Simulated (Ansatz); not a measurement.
# BNH3Cl (SMILES NBCl): r2SCAN/aug-cc-pVDZ

What is the electronic atomisation energy of BNH3Cl at r2SCAN/aug-cc-pVDZ? 

Program for the calculation: Ansatz 0.2.0.

61 further runs of the same task are left out: 61 set aside as unsound or not needed.

**1. The molecule**

The species is BNH3Cl (6 atoms), meant as a singlet with charge 0. As SMILES, `NBCl`. The coordinates come from a PBE0-D4/def2-TZVP relaxation.

Bond lengths: N1–B2 1.383 Å, B2–Cl3 1.768 Å, N1–H4 1.005 Å, N1–H5 1.006 Å, B2–H6 1.191 Å. Angles: N1–B2–Cl3 119.7°, N1–B2–H6 121.5°, Cl3–B2–H6 118.8°, B2–N1–H4 122.2°, B2–N1–H5 123.2°, H4–N1–H5 114.7°.

**2. The energy at r2SCAN/aug-cc-pVDZ**

The input, in.yaml:

```yaml
crystal:
  periodic: [false, false, false]
  atoms:
    - {symbol: "N", position_ang: [-0.395600, -0.007800, -0.658000]}
    - {symbol: B, position_ang: [0.369600, -0.158900, 0.483700]}
    - {symbol: Cl, position_ang: [0.529900, 1.189300, 1.616000]}
    - {symbol: H, position_ang: [-0.511800, -0.749300, -1.326600]}
    - {symbol: H, position_ang: [-0.878600, 0.844500, -0.888200]}
    - {symbol: H, position_ang: [0.928800, -1.181900, 0.727100]}
basis:
  gaussian: {orbitals: aug-cc-pVDZ}
hamiltonian: {xc: r2scan}
accuracy: high
output: {orbitals: {seedname: orbitals}}
```

On the command line:

```console
$ ansatz run in.yaml --threads 1 --pin off --max-ram 3480MiB --events-out events.jsonl --progress --plain --runs-dir runs
```

Log:

```text
Warning: RAYON_NUM_THREADS=1 ignored (pool sized by the plan → 1); use --threads N
Functional definition: r2SCAN
  name "r2SCAN"
  parameter k0 = 0.174
  parameter k1 = 0.065
  parameter a1 = 4.9479
  exchange = r2scan_x(k0 = k0, k1 = k1, a1 = a1)
  correlation = r2scan_c
1994 factors; integrals over basis functions are off by at most 3.2e-9 eV
mean field evaluation 1: about -14729.7008 eV, gradient 6.4e1 eV
mean field evaluation 2: about -14709.8030 eV, gradient 1.0e2 eV
mean field evaluation 4: about -14738.3784 eV, gradient 7.0e0 eV
mean field evaluation 8: about -14738.5162 eV, gradient 4.2e-1 eV
mean field evaluation 16: about -14738.5167 eV, gradient 1.3e-5 eV
mean field -14738.51669268 eV, -541.6304983305 hartree, gradient 6.7e-8 eV, S^2 0.000000; 0 other end points of the search recorded, 0 dependent functions left out
reference -14738.51669492 eV, -541.6304984128 hartree; 16, 16 occupied and 84, 84 virtual orbitals, 1994 factors
Total energy: -14738.51669492 eV, -541.6304984128 hartree
```

It took 12 s on 1 thread of Arm Neoverse V1, shared host; peak memory 0.29 GiB.

**3. The B atom**

The input, molecule.yaml:

```yaml
crystal:
  periodic: [false, false, false]
  atoms:
    - {symbol: B, position_ang: [0.000000, 0.000000, 0.000000]}
basis:
  gaussian:
    orbitals: aug-cc-pVDZ
hamiltonian:
  xc: {name: r2SCAN}
magnetization:
  spin_polarized: true
  initial_magnetization: 1
accuracy: high
```

On the command line:

```console
$ ansatz run molecule.yaml --threads 1 --pin off --max-ram 3480MiB --events-out events.jsonl --progress --plain --runs-dir runs
```

Log (excerpt; [...] marks lines left out):

```text
Warning: RAYON_NUM_THREADS=1 ignored (pool sized by the plan → 1); use --threads N
[... 7 set-up lines as earlier in the session ...]
189 factors; integrals over basis functions are off by at most 2.3e-9 eV
mean field evaluation 1: about -670.2267 eV, gradient 3.3e0 eV
mean field evaluation 2: about -670.3364 eV, gradient 8.7e-1 eV
mean field evaluation 4: about -670.3442 eV, gradient 2.1e-1 eV
mean field evaluation 8: about -670.3446 eV, gradient 9.2e-5 eV
mean field evaluation 16: about -670.1342 eV, gradient 4.2e0 eV
mean field evaluation 32: about -670.3442 eV, gradient 1.6e-1 eV
mean field -670.34463346 eV, -24.6347109037 hartree, gradient 9.5e-8 eV, S^2 0.757367; 2 other end points of the search recorded, 0 dependent functions left out
reference -670.34464076 eV, -24.6347111721 hartree; 3, 2 occupied and 20, 21 virtual orbitals, 189 factors
Total energy: -670.34464076 eV, -24.6347111721 hartree
```

Wall time 1.9 s (1 thread of Arm Neoverse V1, shared host); peak memory 0.11 GiB.

**4. The Cl atom, same level**

The input, in.yaml:

```yaml
crystal:
  periodic: [false, false, false]
  atoms:
    - {symbol: Cl, position_ang: [0.000000, 0.000000, 0.000000]}
basis:
  gaussian: {orbitals: aug-cc-pVDZ}
total_charge: 0
magnetization: {spin_polarized: true, initial_magnetization: 1}
hamiltonian: {xc: {name: r2SCAN}}
accuracy: high
```

On the command line:

```console
$ ansatz run in.yaml --threads 1 --pin off --max-ram 3480MiB --events-out events.jsonl --progress --plain --runs-dir runs
```

Log (excerpt; [...] marks lines left out):

```text
Warning: RAYON_NUM_THREADS=1 ignored (pool sized by the plan → 1); use --threads N
[... 7 set-up lines as earlier in the session ...]
231 factors; integrals over basis functions are off by at most 3.0e-9 eV
mean field evaluation 1: about -12520.1665 eV, gradient 3.5e0 eV
mean field evaluation 2: about -12520.2422 eV, gradient 1.4e0 eV
mean field evaluation 4: about -12520.2530 eV, gradient 1.7e-2 eV
mean field evaluation 8: about -12520.2547 eV, gradient 8.9e-4 eV
mean field evaluation 16: about -12520.0483 eV, gradient 5.2e0 eV
mean field evaluation 32: about -12520.2547 eV, gradient 2.1e-8 eV
mean field -12520.25473618 eV, -460.1108750211 hartree, gradient 4.5e-8 eV, S^2 0.753916; 6 other end points of the search recorded, 0 dependent functions left out
reference -12520.25474162 eV, -460.1108752212 hartree; 9, 8 occupied and 18, 19 virtual orbitals, 231 factors
Total energy: -12520.25474162 eV, -460.1108752212 hartree
```

Run time: 4.8 s. Hardware: 1 thread of Arm Neoverse V1, shared host; peak memory 0.12 GiB.

**5. The H atom at the same level**

The input, input.yaml:

```yaml
crystal:
  periodic: [false, false, false]
  atoms:
    - {symbol: H, position_ang: [0.000000, 0.000000, 0.000000]}
basis:
  gaussian:
    orbitals: aug-cc-pVDZ
magnetization:
  spin_polarized: true
  initial_magnetization: 1
accuracy: high
hamiltonian:
  xc: r2scan
```

On the command line:

```console
$ ansatz run input.yaml --threads 1 --pin off --max-ram 3480MiB --events-out events.jsonl --progress --plain --runs-dir runs
```

Log (excerpt; [...] marks lines left out):

```text
Warning: RAYON_NUM_THREADS=1 ignored (pool sized by the plan → 1); use --threads N
[... 7 set-up lines as earlier in the session ...]
42 factors; integrals over basis functions are off by at most 4.4e-8 eV
mean field evaluation 1: about -13.5920 eV, gradient 1.7e-1 eV
mean field evaluation 2: about -13.5908 eV, gradient 2.0e-1 eV
mean field evaluation 4: about -13.5913 eV, gradient 4.2e-3 eV
mean field evaluation 8: about -13.5913 eV, gradient 1.3e-6 eV
mean field -13.59128376 eV, -0.4994704657 hartree, gradient 1.1e-8 eV, S^2 0.750000; 0 other end points of the search recorded, 0 dependent functions left out
reference -13.59128871 eV, -0.4994706476 hartree; 1, 0 occupied and 8, 9 virtual orbitals, 42 factors
Total energy: -13.59128871 eV, -0.4994706476 hartree
```

Wall time 0.5 s (1 thread of Arm Neoverse V1, shared host).

**6. The N atom at the same level**

The input, run.yaml:

```yaml
basis:
  gaussian: {orbitals: aug-cc-pVDZ}
crystal:
  periodic: [false, false, false]
  atoms:
    - {symbol: N, position_ang: [0.000000, 0.000000, 0.000000]}
magnetization: {spin_polarized: true, initial_magnetization: 3}
hamiltonian: {xc: r2scan}
accuracy: high
```

Run the same way, it converges to -54.57118 Eh (log not shown).

**7. Outcome**

Level: r2SCAN/aug-cc-pVDZ.

```
                     quantity          value
       molecule: total energy  -541.63050 Eh
        molecule: HOMO energy       -7.39 eV
        molecule: LUMO energy       -0.51 eV
      molecule: HOMO–LUMO gap        6.88 eV
         B atom: total energy   -24.63471 Eh
                 B atom: ⟨S²⟩          0.757
        Cl atom: total energy  -460.11088 Eh
                Cl atom: ⟨S²⟩          0.754
         H atom: total energy    -0.49947 Eh
                 H atom: ⟨S²⟩          0.750
         N atom: total energy   -54.57118 Eh
                 N atom: ⟨S²⟩          3.754
electronic atomisation energy      22.186 eV
```

**Reading.** Taking the molecule apart into free atoms costs 22.19 eV (2141 kJ/mol), before zero-point energy and without spin-orbit coupling.
